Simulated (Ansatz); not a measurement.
**Ti: a tetragonal deformation path**

One table from this session's results is given with a row withheld; the runs are named, their logs left out.

Program: Ansatz 0.2.0. Level of theory: DFT r2SCAN, scalar-relativistic, plane waves, PAW. These are calculated values, not measurements.

## The system as given

The structure is cubic, space group Im-3m (No. 229). Conventional cell: a = 3.282 Å, b = 3.282 Å, c = 3.282 Å, α = 90.00°, β = 90.00°, γ = 90.00°. Around Ti (site symmetry m-3m) lie 8 Ti at 2.84 Å.

As a file:

```cif
data_structure
_symmetry_space_group_name_H-M 'P 1'
_symmetry_Int_Tables_number 1
_cell_length_a 2.8423
_cell_length_b 2.8423
_cell_length_c 2.8423
_cell_angle_alpha 109.471
_cell_angle_beta 109.471
_cell_angle_gamma 109.471
_cell_volume 17.68
loop_
_atom_site_label
_atom_site_type_symbol
_atom_site_fract_x
_atom_site_fract_y
_atom_site_fract_z
_atom_site_occupancy
Ti1 Ti 0.00000 0.00000 0.00000 1
```

The cell is taken as given, not relaxed at this level.

## Zero of energy

The reference gives a free energy of -2504.2417 eV, pressure -2.82 GPa, largest force 0.000 eV/Å and gap on the mesh none (metal). It was computed beforehand with the settings of the runs below.

Set-up of the first run:

At fixed volume and fractional coordinates, lengths along (0.000, 0.000, 1.000) are scaled against those across it; ρ is that ratio over its starting value.

The input, input.yaml:

```yaml
crystal:
  lattice:
    - [-1.8420529496, 1.8420529496, 1.3023314354]
    - [1.8420529496, -1.8420529496, 1.3023314354]
    - [1.8420529496, 1.8420529496, -1.3023314354]
  atoms:
    - { symbol: Ti, position: [0.0, 0.0, 0.0] }
basis:
  ecutwfc: 500
kpoints:
  mp_grid: { grid: [22, 22, 22] }
hamiltonian:
  xc: r2scan
scf:
  occupations: { method: gaussian, width: 0.15 }
output:
  forces: true
  stress: true
  eigenvalues: true
```

On the command line:

```console
> ansatz run input.yaml --threads 1 --pin off --max-ram 2560MiB --backend cpu --events-out ev --progress --plain --runs-dir out
```

Among the steps run: At ρ = 0.707; Point ρ = 1.414; At ρ = 0.850; At ρ = 1.200; At ρ = 0.780; Point ρ = 1.300; Point ρ = 0.920; At ρ = 1.100; At ρ = 0.650; Point ρ = 1.500; Point ρ = 0.960; Point ρ = 1.050.

One table of the session follows, with a row left open; its other results are not shown here.

The scan, with free energies counted from the undisturbed cell:

| ρ | ΔE (meV/atom) | pressure (GPa) |
| --- | --- | --- |
| 0.650 | 248.7 | -2.0 |
| 0.707 | 123.8 | -2.9 |
| 0.780 | 30.5 | -3.1 |
| 0.850 | -9.1 | -2.8 |
| 0.920 | -9.8 | -2.7 |
| 0.960 | -2.7 | -2.8 |
| 1.000 | 0.0 | -2.8 |
| 1.050 | ? | ? |
| 1.100 | -11.6 | -2.5 |
| 1.200 | -35.7 | -2.2 |
| 1.300 | -55.4 | -2.0 |
| 1.414 | -63.9 | -1.9 |
| 1.500 | -59.7 | -2.0 |

**Question.** Estimate the row for ρ = 1.050.

Worked estimate for «ΔE (meV/atom)». A straight line through the neighbours (1.000, 0.0) and (1.100, -11.6) gives 0.0 + (-11.6 − 0.0) × (1.050 − 1.000) / (1.100 − 1.000) = -5.8; a parabola fitted to 4 rows on both sides gives -4.1.

**Answer.** ΔE (meV/atom): -3.2; pressure (GPa): -2.7. In «ΔE (meV/atom)» the line misses by -2.6 and the parabola by -0.9.
